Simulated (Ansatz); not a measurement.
# CH5BF2Si: the cost of one run

Program: Ansatz 0.2.0. Level of theory: UKS revPBE-D4/def2-SVP. These are calculated values, not measurements.

## (1) The system as given

Bond lengths: C1–B2 1.547 Å, B2–Si3 1.935 Å, Si3–F4 1.686 Å, Si3–F5 1.665 Å, C1–H6 1.187 Å, C1–H7 1.084 Å, C1–H8 1.076 Å, B2–H9 1.221 Å, Si3–H10 1.516 Å. Angles (14 of 15 angles, heavy atoms first): C1–B2–Si3 120.0°, B2–Si3–F4 111.6°, B2–Si3–F5 111.1°, F4–Si3–F5 110.7°, C1–B2–H9 119.5°, Si3–B2–H9 120.5°, B2–C1–H6 107.9°, B2–C1–H7 111.8°, B2–C1–H8 110.6°, B2–Si3–H10 107.7°, F4–Si3–H10 106.3°, F5–Si3–H10 109.3°, H6–C1–H7 107.4°, H6–C1–H8 105.9°.

Coordinates:

```xyz
10

C    -1.3133   -0.6414    0.4135
B     0.1277   -0.1695    0.7207
Si    1.2051    0.6217   -0.6790
F     1.4674   -0.4578   -1.9469
F     0.5184    2.0323   -1.2377
H    -1.9415    0.3063    0.0709
H    -1.3375   -1.3575   -0.3997
H    -1.7911   -1.0058    1.3062
H     0.5787   -0.3072    1.8474
H     2.5692    0.9278   -0.0925
```

## (2) Relaxing end A

input.yaml

```yaml
crystal:
  periodic: [false, false, false]
  atoms:
    - { symbol: C, position_ang: [-1.3133, -0.6414, 0.4135] }
    - { symbol: B, position_ang: [0.1277, -0.1695, 0.7207] }
    - { symbol: Si, position_ang: [1.2051, 0.6217, -0.679] }
    - { symbol: F, position_ang: [1.4674, -0.4578, -1.9469] }
    - { symbol: F, position_ang: [0.5184, 2.0323, -1.2377] }
    - { symbol: H, position_ang: [-1.9415, 0.3063, 0.0709] }
    - { symbol: H, position_ang: [-1.3375, -1.3575, -0.3997] }
    - { symbol: H, position_ang: [-1.7911, -1.0058, 1.3062] }
    - { symbol: H, position_ang: [0.5787, -0.3072, 1.8474] }
    - { symbol: H, position_ang: [2.5692, 0.9278, -0.0925] }
magnetization:
  spin_polarized: true
basis:
  gaussian: { orbitals: def2-SVP }
hamiltonian:
  xc: revpbe
  dispersion: d4
relax:
  f_tol: 0.02
  max_steps: 50
```

The run is started by

```bash
$ ansatz run input.yaml --threads 2 --pin off --max-ram 3072MiB --backend cpu --events-out ev --progress --plain --runs-dir out
```

Q: Estimate wall time and peak memory on 2 threads of Intel Xeon Platinum 8259CL at 2.50GHz (Skylake/Cascade Lake), shared host.

About 62 s, with a peak of 0.19 GiB.
